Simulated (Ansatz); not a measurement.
# SiH2 (SMILES [H][Si][H]): CCSD(T)/cc-pVDZ

What is the electronic atomisation energy of SiH2 at CCSD(T)/cc-pVDZ? 

The calculation is run with Ansatz 0.2.0.

61 further runs of the same task are left out: 61 set aside as unsound or not needed.

## (1) Starting point

The species is SiH2 (3 atoms), meant as a singlet with charge 0. SMILES: `[H][Si][H]`. Geometry: relaxed at GFN2-xTB.

Bond lengths: Si1–H2 1.486 Å, Si1–H3 1.485 Å. Angles: H2–Si1–H3 97.1°.

## (2) A single-point energy at CCSD(T)/cc-pVDZ

Contents of input.yaml:

```yaml
basis:
  gaussian:
    orbitals: cc-pVDZ
crystal:
  periodic: [false, false, false]
  atoms:
    - {symbol: Si, position_ang: [0.005220, -0.008160, -0.655700]}
    - {symbol: H, position_ang: [1.110230, -0.020010, 0.337410]}
    - {symbol: H, position_ang: [-1.115450, 0.028170, 0.318290]}
correlation:
  method: ccsd_t
  frozen_orbitals: {H: 0, Si: 5}
scf:
  omitted_lower_state_checks: [cluster_reference, increment]
accuracy: high
```

Started as:

```console
ansatz run input.yaml --threads 1 --pin off --max-ram 2610MiB --events-out events.jsonl --progress --plain --runs-dir runs
```

The program printed:

```text
Warning: RAYON_NUM_THREADS=1 ignored (pool sized by the plan → 1); use --threads N
Functional definition: HF
  name "HF"
  exchange = exact_x
  correlation = 0
these checks for a lower state are left out or cut short: cluster_reference, increment
555 factors; integrals over basis functions are off by at most 2.7e-9 eV
mean field evaluation 1: about -7891.4752 eV, gradient 7.0e0 eV
mean field evaluation 2: about -7891.4776 eV, gradient 7.0e0 eV
mean field evaluation 4: about -7891.7719 eV, gradient 3.2e-1 eV
mean field evaluation 8: about -7891.7725 eV, gradient 1.1e-4 eV
mean field -7891.77251588 eV, -290.0172907229 hartree, gradient 2.2e-8 eV, S^2 0.000000; 0 other end points of the search recorded, 0 dependent functions left out; unrestricted orbitals would lower it
5 core orbitals not correlated: weight in the atoms' cores, before any rotation towards them, 1.000 or more for the frozen orbitals, at most 0.000 for the correlated occupied ones
reference -7891.77251588 eV, -290.0172907229 hartree; 3, 3 occupied and 20, 20 virtual orbitals, 555 factors
second order -2.39131386 eV of doubles, -0.00000000 eV of singles
cycle   1  -2.91811199 eV  change   -5.3e-1 eV  update   6.3e-2
cycle   2  -3.15045305 eV  change   -2.3e-1 eV  update   2.7e-2
cycle   3  -3.15917087 eV  change   -8.7e-3 eV  update   9.2e-3
cycle   4  -3.16222745 eV  change   -3.1e-3 eV  update   2.9e-3
cycle   5  -3.16171966 eV  change    5.1e-4 eV  update   1.0e-3
cycle   6  -3.16171296 eV  change    6.7e-6 eV  update   3.5e-4
cycle   7  -3.16188833 eV  change   -1.8e-4 eV  update   1.0e-4
cycle   8  -3.16181256 eV  change    7.6e-5 eV  update   2.7e-5
cycle   9  -3.16182299 eV  change   -1.0e-5 eV  update   7.2e-6
cycle  10  -3.16182551 eV  change   -2.5e-6 eV  update   1.6e-6
cycle  11  -3.16182597 eV  change   -4.6e-7 eV  update   3.9e-7
cycle  12  -3.16182571 eV  change    2.6e-7 eV  update   1.0e-7
cycle  13  -3.16182566 eV  change    5.0e-8 eV  update   3.9e-8
cycle  14  -3.16182567 eV  change   -1.7e-8 eV  update   2.8e-8
cycle  15  -3.16182571 eV  change   -3.4e-8 eV  update   1.2e-8
cycle  16  -3.16182573 eV  change   -2.5e-8 eV  update   8.1e-8
cycle  17  -3.16182572 eV  change    1.4e-8 eV  update   2.7e-8
cycle  18  -3.16182572 eV  change  -3.8e-10 eV  update   5.8e-9
cycle  19  -3.16182572 eV  change   -2.5e-9 eV  update   2.2e-9
cycle  20  -3.16182572 eV  change   -3.5e-9 eV  update   1.1e-9
cycle  21  -3.16182573 eV  change   -1.1e-9 eV  update  5.4e-10
cycle  22  -3.16182573 eV  change   1.2e-10 eV  update  2.1e-10
perturbative correction -0.05945926 eV, -0.0021850874 hartree
Total energy: -7894.99380086 eV, -290.1356707626 hartree
Checks for a lower state left out: cluster_reference, increment
```

Run time: 0.37 s. Hardware: 1 thread of Arm Neoverse V1, shared host.

## (3) The H atom: a single-point energy at UHF/cc-pVDZ

Contents of run.yaml:

```yaml
crystal:
  periodic: [false, false, false]
  atoms:
    - {symbol: H, position_ang: [0.000000, 0.000000, 0.000000]}
basis:
  gaussian: {orbitals: cc-pVDZ}
total_charge: 0
magnetization: {spin_polarized: true, initial_magnetization: 1}
hamiltonian: {xc: hf}
accuracy: high
```

Run the same way, it converges to -0.49928 Eh (log not shown).

## (4) The Si atom, same level

Contents of molecule.yaml:

```yaml
crystal:
  periodic: [false, false, false]
  atoms:
    - {symbol: Si, position_ang: [0.000000, 0.000000, 0.000000]}
basis:
  gaussian:
    orbitals: cc-pVDZ
correlation:
  method: ccsd_t
  frozen_orbitals: {Si: 5}
magnetization:
  spin_polarized: true
  initial_magnetization: 2
scf:
  omitted_lower_state_checks: [cluster_reference, increment]
accuracy: high
```

Run the same way, it converges to -288.91509 Eh (log not shown).

## (5) What came out

Level: CCSD(T)/cc-pVDZ, 5 core orbitals frozen.

| quantity | value |
| --- | --- |
| molecule: total energy | -290.13567 Eh |
| molecule: correlation energy (5 core orbitals frozen) | -118.4 mEh |
| molecule: (T) correction | -2.19 mEh |
| molecule: T1 diagnostic | 0.013 |
| H atom: total energy | -0.49928 Eh |
| H atom: ⟨S²⟩ | 0.750 |
| Si atom: total energy | -288.91509 Eh |
| Si atom: correlation energy (5 core orbitals frozen) | -65.0 mEh |
| Si atom: (T) correction | -1.00 mEh |
| Si atom: ⟨S²⟩ of the reference determinant | 2.011 |
| Si atom: T1 diagnostic | 0.010 |
| electronic atomisation energy | 6.042 eV |

**Reading.** Taking the molecule apart into free atoms costs 6.04 eV (139 kcal/mol), before zero-point energy and without spin-orbit coupling. The restricted solution (molecule) is unstable to spin breaking: an unrestricted one lies lower. The triples (molecule) make up 1.8 % of the correlation energy. The triples (Si atom) make up 1.5 % of the correlation energy.
